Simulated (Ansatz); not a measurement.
# AlFH5NOSi: the cost of one run

All numbers below are computed with Ansatz 0.2.0 (RKS PBE0-D4/6-31G).

### 1 Starting point

Bond lengths: Al1–O2 1.780 Å, O2–Si3 1.680 Å, Si3–H4 1.460 Å, Si3–H5 1.460 Å, Si3–H6 1.460 Å, Al1–F7 1.690 Å, Al1–N8 1.920 Å, N8–H9 1.060 Å, N8–H10 1.060 Å. Angles: Al1–O2–Si3 125.0°, O2–Al1–F7 120.0°, O2–Al1–N8 120.0°, F7–Al1–N8 120.0°, O2–Si3–H4 109.5°, O2–Si3–H5 109.5°, O2–Si3–H6 109.5°, H4–Si3–H5 109.4°, H4–Si3–H6 109.4°, H5–Si3–H6 109.4°, Al1–N8–H9 120.0°, Al1–N8–H10 120.0°, H9–N8–H10 120.0°.

Structure file:

```xyz
10

Al    0.0000    0.0000    0.0000
O     0.0000    0.0000    1.7800
Si   -1.3147   -0.4067    2.7436
H    -2.2390   -1.2403    1.9804
H    -0.8506   -1.1432    3.9157
H    -1.9987    0.8095    3.1733
F     1.4635    0.0000   -0.8450
N    -1.6627    0.0000   -0.9600
H    -2.3316   -0.8164   -0.8614
H    -1.9118    0.8164   -1.5886
```

### 2 Preparing the start

Input file input.yaml:

```yaml
crystal:
  periodic: [false, false, false]
  atoms:
    - { symbol: Al, position_ang: [0.0, 0.0, 0.0] }
    - { symbol: O, position_ang: [0.0, 0.0, 1.78] }
    - { symbol: Si, position_ang: [-1.3147, -0.4067, 2.7436] }
    - { symbol: H, position_ang: [-2.239, -1.2403, 1.9804] }
    - { symbol: H, position_ang: [-0.8506, -1.1432, 3.9157] }
    - { symbol: H, position_ang: [-1.9987, 0.8095, 3.1733] }
    - { symbol: F, position_ang: [1.4635, 0.0, -0.845] }
    - { symbol: "N", position_ang: [-1.6627, 0.0, -0.96] }
    - { symbol: H, position_ang: [-2.3316, -0.8164, -0.8614] }
    - { symbol: H, position_ang: [-1.9118, 0.8164, -1.5886] }
basis:
  gaussian: { orbitals: "6-31G" }
hamiltonian:
  xc: pbe0
  dispersion: d4
relax:
  f_tol: 0.02
  max_steps: 40
```

Run with:

```bash
> ansatz run input.yaml --threads 1 --pin off --max-ram 2048MiB --backend cpu --events-out ev --progress --plain --runs-dir out
```

Q: Estimate wall time and peak memory on 1 thread of Intel Xeon at 2.60GHz (Ice Lake), shared host.

About 59 s, with a peak of 0.21 GiB.
